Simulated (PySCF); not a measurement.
**GeSiH5SOF (SMILES O[SiH](F)[S][GeH3]): levels of theory compared**

We compute a comparison of 3 runs (B3LYP/6-31G*, PBE0/def2-SVP, CCSD(T)/6-31G**) of GeSiH5SOF. Input form: a Python script.

The results are computed with PySCF 2.14.0.

## 1. The system as given

The species is GeSiH5SOF (10 atoms), meant as a singlet with charge 0. SMILES: `O[SiH](F)[S][GeH3]`. The coordinates come from a PBE0-D4/def2-TZVP relaxation. This is one conformer, not always the lowest.

Bond lengths: O1–Si2 1.634 Å, Si2–F3 1.598 Å, Si2–S4 2.097 Å, S4–Ge5 2.241 Å, O1–H6 0.959 Å, Si2–H7 1.476 Å, Ge5–H8 1.533 Å, Ge5–H9 1.534 Å, Ge5–H10 1.532 Å. Some angles: O1–Si2–F3 107.4°, O1–Si2–S4 108.4°, F3–Si2–S4 112.4°, Si2–S4–Ge5 98.4°, O1–Si2–H7 113.5°, F3–Si2–H7 106.0°, S4–Si2–H7 109.2°, Si2–O1–H6 117.9°, S4–Ge5–H8 109.7°, S4–Ge5–H9 104.0°.

## 2. Energy and forces at B3LYP/6-31G(d) (spherical functions) (run 1)

The input, run.py:

```python
from pyscf import gto, dft

mol = gto.Mole()
mol.atom = '''
O     -0.517596     2.094950     2.359323
Si    -1.047097    -0.945619     2.476108
F     -3.911355    -1.394807     1.633857
S      1.533135    -2.758811     0.075400
Ge     1.546174     0.072565    -3.074584
H     -1.832089     3.206487     2.927186
H     -0.820897    -2.016716     5.041222
H     -1.160859     0.955257    -3.605786
H      2.615948    -1.394240    -5.334319
H      3.264313     2.295261    -2.378598
'''
mol.basis = '6-31g*'
mol.max_memory = 1860
mol.verbose = 4
mol.unit = 'bohr'
mol.build()

calc0 = dft.RKS(mol, xc='b3lyp')
calc0.grids.level = 5
calc0.conv_tol = 1e-10
calc0.kernel()
if not calc0.converged:
    calc0 = calc0.newton().run(calc0.mo_coeff, calc0.mo_occ)

energy = calc0.e_tot
print('E = %.10f Eh' % energy)
grad = calc0.nuc_grad_method().kernel()
calc0.analyze()
```

Run with:

```console
$ OMP_NUM_THREADS=1 python run.py
```

Output:

```text
PySCF version 2.14.0

[... 80 lines left out ...]
converged SCF energy = -2942.65653200123
[... 29 lines left out ...]
MO #8   energy= -24.6864540359253  occ= 2
[... 13 lines left out ...]
MO #22  energy= -1.23486316216376  occ= 2
[... 13 lines left out ...]
MO #36  energy= -0.386500263929887 occ= 2
[... 13 lines left out ...]
MO #50  energy= 0.123285655177361  occ= 0
[... 13 lines left out ...]
MO #64  energy= 0.45579966973368   occ= 0
[... 13 lines left out ...]
MO #78  energy= 0.963879515219438  occ= 0
[... 13 lines left out ...]
MO #92  energy= 1.78320161113249   occ= 0
[... 13 lines left out ...]
MO #106 energy= 3.45178384285293   occ= 0
[... 119 lines left out ...]
Dipole moment(X, Y, Z, Debye): -0.59311,  2.10447,  0.06499
```

It took 63 s on 1 thread of Intel Xeon at 2.70GHz, shared host; peak memory 1.1 GiB.

## 3. Energy and forces at PBE0/def2-SVP (run 2)

The input, input.xyz:

```xyz
10

O     -0.273900     1.108600     1.248500
Si    -0.554100    -0.500400     1.310300
F     -2.069800    -0.738100     0.864600
S      0.811300    -1.459900     0.039900
Ge     0.818200     0.038400    -1.627000
H     -0.969500     1.696800     1.549000
H     -0.434400    -1.067200     2.667700
H     -0.614300     0.505500    -1.908100
H      1.384300    -0.737800    -2.822800
H      1.727400     1.214600    -1.258700
```

The input, job.py:

```python
from pyscf import gto, dft

mol = gto.M(
    atom='input.xyz',
    charge=0,
    basis='def2-svp',
    spin=0,
    max_memory=1860,
    verbose=4,
)

calc0 = dft.RKS(mol)
calc0.xc = 'pbe0'
calc0.conv_tol = 1e-10
calc0.grids.level = 5
calc0.kernel()
if not calc0.converged:
    calc0 = calc0.newton().run(calc0.mo_coeff, calc0.mo_occ)

e_tot = calc0.e_tot
print(f'total energy: {e_tot:.8f} hartree')
grad = calc0.nuc_grad_method().kernel()
dip = calc0.dip_moment()
pop, q = calc0.mulliken_pop()
```

Run with:

```console
$ OMP_NUM_THREADS=1 python job.py
```

Output:

```text
PySCF version 2.14.0

[... 77 lines left out ...]
converged SCF energy = -2941.59714316001
total energy: -2941.59714316 hartree
[... 12 lines left out ...]
Dipole moment(X, Y, Z, Debye): -0.41217,  2.02734,  0.04698
[... 132 lines left out ...]
charge of    9H =     -0.03652
```

It took 66 s on 1 thread of Intel Xeon at 2.70GHz, shared host; peak memory 1.3 GiB.

## 4. A single-point energy at CCSD(T)/6-31G(d,p) (spherical functions) (run 3)

The input, job.py:

```python
from pyscf import gto, scf, cc

mol = gto.Mole()
mol.atom = [
    ('O', (-0.273900, 1.108600, 1.248500)),
    ('Si', (-0.554100, -0.500400, 1.310300)),
    ('F', (-2.069800, -0.738100, 0.864600)),
    ('S', (0.811300, -1.459900, 0.039900)),
    ('Ge', (0.818200, 0.038400, -1.627000)),
    ('H', (-0.969500, 1.696800, 1.549000)),
    ('H', (-0.434400, -1.067200, 2.667700)),
    ('H', (-0.614300, 0.505500, -1.908100)),
    ('H', (1.384300, -0.737800, -2.822800)),
    ('H', (1.727400, 1.214600, -1.258700)),
]
mol.verbose = 4
mol.max_memory = 1860
mol.charge = 0
mol.spin = 0
mol.basis = '6-31g**'
mol.build()

myscf = scf.RHF(mol)
myscf.conv_tol = 1e-10
myscf.kernel()
if not myscf.converged:
    myscf = myscf.newton().run(myscf.mo_coeff, myscf.mo_occ)

mycc = cc.CCSD(myscf, frozen=21)
mycc.kernel()
e_t = mycc.ccsd_t()
energy = mycc.e_tot + e_t
print('E(%s) = %.9f' % ('CCSD(T)', energy))
myscf.analyze()
```

Run with:

```console
$ OMP_NUM_THREADS=1 python job.py
```

Output:

```text
PySCF version 2.14.0

[... 79 lines left out ...]
Init t2, MP2 energy = -2939.70685665601  E_corr(MP2) -0.823279185839161
[... 32 lines left out ...]
MO #9   energy= -20.5885647681219  occ= 2
[... 15 lines left out ...]
MO #25  energy= -1.65459303424063  occ= 2
[... 15 lines left out ...]
MO #41  energy= -0.432595386345694 occ= 2
[... 15 lines left out ...]
MO #57  energy= 0.410511209463563  occ= 0
[... 15 lines left out ...]
MO #73  energy= 1.07186845495589   occ= 0
[... 15 lines left out ...]
MO #89  energy= 1.66360830700965   occ= 0
[... 15 lines left out ...]
MO #105 energy= 2.55663966254384   occ= 0
[... 15 lines left out ...]
MO #121 energy= 3.96233442241448   occ= 0
[... 134 lines left out ...]
Dipole moment(X, Y, Z, Debye): -0.60491,  2.29482,  0.10193
```

Run time: 1.9 min. Hardware: 1 thread of Intel Xeon at 2.70GHz, shared host; peak memory 1.1 GiB.

## 5. The series

```csv
run,level,task,integration grid,energy (Eh),dipole moment (D) of the reference,HOMO energy (eV),LUMO energy (eV),wall time
1,B3LYP/6-31G* (spherical functions),gradient,5,-2942.656532,2.19,-7.21,-0.39,63 s
2,PBE0/def2-SVP,gradient,5,-2941.597143,2.07,-7.57,0.00,66 s
3,CCSD(T)/6-31G** (spherical functions),energy,–,-2939.754495,2.38,-10.31,2.91,1.9 min
```

## 6. Results

| quantity | value |
| --- | --- |
| run 3: total energy | -2939.75449 Eh |
| run 3: dipole moment (Hartree–Fock density) | 2.38 D |
| run 3: HOMO energy (Hartree–Fock orbitals) | -10.31 eV |
| run 3: LUMO energy (Hartree–Fock orbitals) | 2.91 eV |
| run 3: HOMO–LUMO gap (Hartree–Fock orbitals) | 13.22 eV |
| run 3: correlation energy (21 core orbitals frozen) | -870.9 mEh |
| run 3: (T) correction | -18.62 mEh |
| run 3: T1 diagnostic | 0.011 |

Totals of different functionals can't be ranked against each other. All runs together took 4 min, the longest 1.9 min.
